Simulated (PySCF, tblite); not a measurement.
# C₅H₉ClO₂Si₂: geometry, infrared bands and NMR shifts

Aim: predict the infrared bands and NMR shifts of C₅H₉ClO₂Si₂ (`ClC[SiH2]O[SiH2]c1ccco1`).

Programs: tblite 0.8.0 and PySCF 2.14.0, with density-fitted response routines of our own. Each step states its level of theory. These are calculated values for one molecule in the gas phase, unless marked as measured. Atoms count from 0, in the outputs and in this text.

**1. The molecule as given**

19 atoms, charge 0, multiplicity 1; geometry from: force field or distance geometry start.

Bonds of the start (Å): Cl0–C1 1.77, C1–Si2 1.86, Si2–O3 1.66, O3–Si4 1.66, Si4–C5 1.87, C5–C6 1.39, C6–C7 1.42, C7–C8 1.37, C8–O9 1.35, O9–C5 1.38, C1–H10 1.09, C1–H11 1.09, Si2–H12 1.47, Si2–H13 1.48, Si4–H14 1.48, Si4–H15 1.48, C6–H16 1.08, C7–H17 1.08, C8–H18 1.09.

**2. Geometry optimisation with GFN2-xTB**

Job settings and geometry (Å):

```
{"job": {"kind": "relax", "xc": "GFN2-xTB", "basis": "xTB"}, "charge": 0, "multiplicity": 1}
Cl     1.695700     0.983500    -2.127000
C      2.163900     0.928700    -0.423100
Si     2.475300    -0.828000     0.100700
O      1.189400    -1.849900    -0.148800
Si    -0.385800    -2.018400     0.363200
C     -1.312000    -0.392800     0.282100
C     -2.195700     0.175800    -0.627400
C     -2.542000     1.457300    -0.129800
C     -1.856000     1.607400     1.043700
O     -1.111500     0.513300     1.308400
H      3.068100     1.530500    -0.306300
H      1.370200     1.392300     0.171800
H      3.635100    -1.375000    -0.615800
H      2.830500    -0.864800     1.534800
H     -0.403100    -2.534700     1.745400
H     -1.067600    -3.000600    -0.510000
H     -2.542600    -0.288300    -1.534600
H     -3.219800     2.165100    -0.584800
H     -1.801800     2.407900     1.779600
```

Started as:

```sh
> OMP_NUM_THREADS=1 python probes_run.py task.json out
```

The driver reads the jobs from task.json and runs them one after another.

**Question.** This job is followed by: GFN2-xTB harmonic vibrations, gas phase; GIAO PBE0/pcSseg-1 NMR shielding, non-relativistic, gas phase. Predict these results of the whole session: strongest single infrared mode (GFN2-xTB); zero-point energy (GFN2-xTB); 13C shifts against TMS (PBE0/pcSseg-1); 1H shifts against TMS (PBE0/pcSseg-1, means over atoms taken as alike); 35Cl shifts against HCl (PBE0/pcSseg-1); 29Si shifts against TMS (PBE0/pcSseg-1); 17O shifts against H2O (PBE0/pcSseg-1).

As calculated:

```
                                                              quantity                                   value
                             strongest single infrared mode (GFN2-xTB)                   1076 cm⁻¹, 520 km/mol
                                          zero-point energy (GFN2-xTB)                           77.8 kcal/mol
                                13C shifts against TMS (PBE0/pcSseg-1)    158.7, 152.4, 129.4, 117.8, 35.3 ppm
1H shifts against TMS (PBE0/pcSseg-1, means over atoms taken as alike)  7.87, 7.11, 6.80, 5.57, 5.13, 2.83 ppm
                               35Cl shifts against HCl (PBE0/pcSseg-1)                                   9 ppm
                               29Si shifts against TMS (PBE0/pcSseg-1)                        -27.6, -40.9 ppm
                                17O shifts against H2O (PBE0/pcSseg-1)                         314.8, 18.8 ppm
```

In words: Relaxing lowered the energy by 0.275 eV in 147 steps; the close pair that moved most is C1–Si2, from 1.859 to 1.912 Å. All 51 modes are real, so the xTB geometry is a minimum. The strongest single mode, at 1076 cm⁻¹, moves mainly O3. Unscaled tight-binding wavenumbers are off by several per cent, some by more. Its intensities can rank the bands wrongly. At PBE0/pcSseg-1: Shielding is most anisotropic at O9 (span 393 ppm, paramagnetic term -377 ppm). NICS(1)zz of -30 ppm above the planar ring from C5 marks a diatropic (aromatic) ring current.
